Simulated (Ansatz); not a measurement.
# GaO2 (doublet): wave-function methods side by side at a displaced geometry (v1), cc-pVDZ

Aim: climb from Hartree-Fock through coupled cluster for GaO2 (doublet) at one geometry and basis, and see what each rung misses.

Method: cc-pVDZ, core rule «outside noble gas», up to 16 orbitals frozen; program: Ansatz 0.2.0, Gaussian basis.

To be run: UHF; CCSD(T) on ROHF; CCSD(T) on UHF; BCCD(T) on ROHF; CISD as a restricted active space (open shells left free, so some higher excitations enter); CCSDT(Q) on ROHF; CCSDT(Q) on UHF.

30 further runs of the same task are left out: 9 for a known fault of the program, 6 that didn't finish, 15 set aside as unsound or not needed. Runs told in other sessions of the task aren't counted.

**1. The geometry**

The geometry is a PBE0/def2-TZVP stationary point (not a proven minimum) with its atoms shifted at random (size 0.040 Å). No spin-orbit coupling is included. The filled d shell of Ga may be among the frozen orbitals whatever the setting's name suggests.

3 atoms, charge 0, spin multiplicity 2.

Atoms are counted from 1 here; the program's logs count them from 0.

Bond lengths: Ga1–O2 1.869 Å, O2–O3 1.337 Å. Angles: Ga1–O2–O3 176.3°.

**2. UHF**

Contents of in.yaml:

```yaml
crystal:
  periodic: [false, false, false]
  atoms:
    - {symbol: Ga, position_ang: [-0.015433, -0.009008, 1.690640]}
    - {symbol: O, position_ang: [-0.016266, -0.025151, -0.177813]}
    - {symbol: O, position_ang: [0.031698, 0.034159, -1.512827]}
basis:
  gaussian: {orbitals: cc-pVDZ}
magnetization: {spin_polarized: true, initial_magnetization: 1}
hamiltonian: {xc: hf}
output: {orbitals: {seedname: orbitals}}
```

Started as:

```bash
$ ansatz run in.yaml --threads 1 --pin off --events-out ev --progress --plain --max-ram 2393MiB
```

After this run come: CCSD(T) on ROHF; CCSD(T) on UHF; BCCD(T) on ROHF; CISD as a restricted active space (open shells left free, so some higher excitations enter); CCSDT(Q) on ROHF; CCSDT(Q) on UHF.

Before running them: what should the planned runs give, taken together? Wanted: UCCSDT(Q) from the RHF energy; RMP2 from UCCSDT(Q); UMP2 from UCCSDT(Q); RCCSD from UCCSDT(Q); RCCSD(T) from UCCSDT(Q); UCCSD(T) from UCCSDT(Q); RCCSDT(Q) from UCCSDT(Q); T1 diagnostic.

**Answer**, as computed:

| quantity | value |
| --- | --- |
| UCCSDT(Q) from the ROHF energy | -11.6024 eV |
| RMP2 from UCCSDT(Q) | +25.14 kcal/mol |
| UMP2 from UCCSDT(Q) | +25.49 kcal/mol |
| RCCSD from UCCSDT(Q) | +9.97 kcal/mol |
| RCCSD(T) from UCCSDT(Q) | +2.04 kcal/mol |
| UCCSD(T) from UCCSDT(Q) | +2.03 kcal/mol |
| RCCSDT(Q) from UCCSDT(Q) | +0.24 kcal/mol |
| levels within 1 kcal/mol (43 meV) | RCCSDT(Q) |
| T1 diagnostic | 0.042 |

RCCSD(T) misses by +2.04 kcal/mol, 0.8 % of the correlation energy. These misses are within one basis, not against nature; the frozen cores of restricted and unrestricted runs differ, which can shift their rows.
